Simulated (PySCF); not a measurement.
# CH8AsNSi: the cost of one run

The runs use PySCF 2.14.0, with density-fitted response routines of our own; the level of theory stands in each step. All values are computed, except where a source is named. Atoms are numbered from 0 throughout.

**1. Starting geometry**

12 atoms, charge 0, multiplicity 1; geometry from: GFN2-xTB. The atoms were then displaced at random by about 0.01 Å, so the start is not that level's minimum.

Bonds of the start (Å): C0–N1 1.42, N1–Si2 1.71, Si2–As3 2.37, C0–H4 1.10, C0–H5 1.12, C0–H6 1.09, N1–H7 0.99, Si2–H8 1.46, Si2–H9 1.47, As3–H10 1.47, As3–H11 1.49.

**2. Optimising the geometry at PBE0-D3(BJ)/def2-SVP**

The job: settings as JSON, then the geometry in Å.

```
{"job": {"xc": "PBE0", "basis": "def2-SVP", "d3": "d3bj", "grid": 1, "shake": 0.01, "kind": "geom"}, "charge": 0, "multiplicity": 1}
C     -1.220990     1.089310     0.526480
N     -1.159690    -0.277940     0.144480
Si     0.259920    -0.993300    -0.497530
As     2.051790    -0.251360     0.859740
H     -2.041810     1.253370     1.243450
H     -1.435790     1.782430    -0.333180
H     -0.285470     1.412650     0.982440
H     -2.015290    -0.605410    -0.225290
H      0.015070    -2.426280    -0.342650
H      0.483610    -0.732100    -1.923230
H      2.994560    -1.143130     0.170820
H      2.393770     0.863480    -0.070430
```

Run with:

```sh
> OMP_NUM_THREADS=1 python probes_run.py task.json out
```

The driver reads the jobs from task.json and runs them one after another.

**Question.** How long does this first job take on 1 thread of Arm Neoverse N1, shared host, and how much memory does it need?

About 4.3 min, with a peak of 0.51 GiB.
